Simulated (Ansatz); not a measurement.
Write the native input for Ansatz 0.2.0 that does the following.

* Task: relaxation of cell and atoms
* Functional: PBE
* Potentials or basis: Ansatz PAW
* Cutoff: 420 eV (not typed: the program's choice for these potentials)
* k mesh: 8 × 8 × 8
* Occupations: fermi-dirac, width 0.05 eV
* Spin: no spin polarisation
* Target pressure: 30 GPa
* Target pressure (GPa): 30

The system is PtSe.

```
Pt Se
1.0
     0.00000    2.79841    2.79841
     2.79841    0.00000    2.79841
     2.79841    2.79841    0.00000
Pt Se
1 1
Direct
  0.50000 0.50000 0.50000
  0.00000 0.00000 0.00000
```

The cell comes from a database or a generator and needn't be the stable form of this composition.

These files were run (other wordings do the same):

input.yaml

```yaml
crystal:
  lattice:
    - [0.0, 2.79841113, 2.79841113]
    - [2.79841113, 0.0, 2.79841113]
    - [2.79841113, 2.79841113, 0.0]
  atoms:
    - { symbol: Pt, position: [0.5, 0.5, 0.5] }
    - { symbol: Se, position: [0.0, 0.0, 0.0] }
hamiltonian:
  xc: pbe
  pseudopotentials: { kind: paw }
kpoints:
  mp_grid: { grid: [8, 8, 8] }
scf:
  occupations: { method: fermi_dirac, width: 0.05 }
output:
  forces: true
  stress: true
  eigenvalues: true
  write_density: true
  write_potential: true
  elf: true
  volumetric_format: npy
relax:
  f_tol: 0.01
  max_steps: 40
  cell: { stress_tol: 0.05, p_target: 30.0 }
```

Potentials or basis: Ansatz PAW.

Launch:

```bash
$ ansatz run input.yaml --threads 2 --pin off --max-ram 5632MiB --backend cpu --events-out ev --progress --plain --runs-dir out
```

Results of the run:

- Relaxed volume: 15.84 Å³/atom
- Relaxed cell: a = 3.551 Å, b = 3.551 Å, c = 3.551 Å, α = 60.00°, β = 60.00°, γ = 60.00°
- Space group after relaxing (to 0.05 Å): Fm-3m (No. 225)
- Energy change on relaxing (the enthalpy is what falls): +25.4 meV/atom
- Ionic steps: 6
- Pressure after relaxing: 30.0 GPa
- Band gap on the k mesh: none (metal or under the smearing width)

Caveat: the volume moved by over 15 % at a fixed basis, so the end points are rough; the plane-wave basis is chosen anew once the cell has moved, so the energies of steps on either side of that aren't comparable.

Run time: 8 s on 2 threads of Intel(R) Xeon(R) Platinum 8375C CPU @ 2.90GHz (Ice Lake) (shared host), peak memory 0.41 GiB.
